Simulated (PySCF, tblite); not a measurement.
# C₅H₁₃NSSi₂: geometry, infrared bands and NMR shifts

Aim: predict the infrared bands and NMR shifts of C₅H₁₃NSSi₂ (`CC#C[Si@@H](CC)S[SiH2]N`).

The runs use tblite 0.8.0 and PySCF 2.14.0, with density-fitted response routines of our own; the level of theory stands in each step. All values are computed, except where a source is named. Atoms are numbered from 0 throughout.

### 1 The molecule as given

22 atoms, charge 0, multiplicity 1; geometry from: force field or distance geometry start.

Bonds of the start (Å): C0–C1 1.45, C1–C2 1.22, C2–Si3 1.86, Si3–C4 1.88, C4–C5 1.52, Si3–S6 2.14, S6–Si7 2.12, Si7–N8 1.69, C0–H9 1.10, C0–H10 1.09, C0–H11 1.10, Si3–H12 1.50, C4–H13 1.10, C4–H14 1.10, C5–H15 1.11, C5–H16 1.09, C5–H17 1.09, Si7–H18 1.48, Si7–H19 1.48, N8–H20 1.02, N8–H21 1.01.

### 2 Optimising the geometry with GFN2-xTB

The job: settings as JSON, then the geometry in Å.

```
{"job": {"kind": "relax", "xc": "GFN2-xTB", "basis": "xTB"}, "charge": 0, "multiplicity": 1}
C     -3.405600     1.509000     0.503400
C     -2.155900     0.801400     0.307200
C     -1.103400     0.210300     0.163000
Si     0.511900    -0.673000    -0.099400
C      0.263600    -2.344700    -0.915100
C     -0.566800    -3.353300    -0.138400
S      1.758000     0.515200    -1.369300
Si     2.178200     1.983800     0.105300
N      3.237100     3.009500    -0.725200
H     -3.900100     1.210500     1.444100
H     -3.250500     2.590900     0.537900
H     -4.109400     1.298100    -0.315300
H      1.199500    -0.890300     1.214600
H      1.253000    -2.783200    -1.125700
H     -0.215600    -2.175000    -1.894600
H     -0.105900    -3.574800     0.846100
H     -0.639900    -4.287800    -0.691100
H     -1.578500    -2.990000     0.047000
H      0.971700     2.759400     0.468500
H      2.909900     1.399300     1.248500
H      2.742900     3.355900    -1.549700
H      3.995400     2.448100    -1.083300
```

Launch:

```bash
$ OMP_NUM_THREADS=1 python probes_run.py task.json out
```

This one command runs all jobs of the session in turn.

**Question.** This job is followed by: GFN2-xTB harmonic vibrations, gas phase; GIAO PBE0/pcSseg-1 NMR shielding, non-relativistic, gas phase. Predict these results of the whole session: strongest single infrared mode (GFN2-xTB); zero-point energy (GFN2-xTB); ¹³C shifts against TMS (PBE0/pcSseg-1); ¹H shifts against TMS (PBE0/pcSseg-1, means over atoms taken as alike); ²⁹Si shifts against TMS (PBE0/pcSseg-1); ³³S shifts against CS2 (PBE0/pcSseg-1); ¹⁵N shifts against NH3 (PBE0/pcSseg-1).

As calculated:

| quantity | value |
| --- | --- |
| strongest single infrared mode (GFN2-xTB) | 753 cm⁻¹, 381 km/mol |
| zero-point energy (GFN2-xTB) | 103.2 kcal/mol |
| ¹³C shifts against TMS (PBE0/pcSseg-1) | 115.7, 84.7, 13.2, 9.8, 5.9 ppm |
| ¹H shifts against TMS (PBE0/pcSseg-1, means over atoms taken as alike) | 5.38, 5.30, 4.91, 2.09, 1.16, 1.06, 0.96, 0.67 ppm |
| ²⁹Si shifts against TMS (PBE0/pcSseg-1) | -25.3, -36.2 ppm |
| ³³S shifts against CS2 (PBE0/pcSseg-1) | -224 ppm |
| ¹⁵N shifts against NH3 (PBE0/pcSseg-1) | 19.7 ppm |

In words: Relaxing lowered the energy by 0.329 eV in 143 steps; the close pair that moved most is Si3–H12, from 1.499 to 1.466 Å. All 60 modes are real, so the xTB geometry is a minimum. The strongest single mode, at 753 cm⁻¹, is spread over many atoms; the largest shares are those of H19, H18. Unscaled tight-binding wavenumbers are off by several per cent, some by more. Its intensities can rank the bands wrongly. At PBE0/pcSseg-1: Shielding is most anisotropic at C1 (span 280 ppm, paramagnetic term -206 ppm).
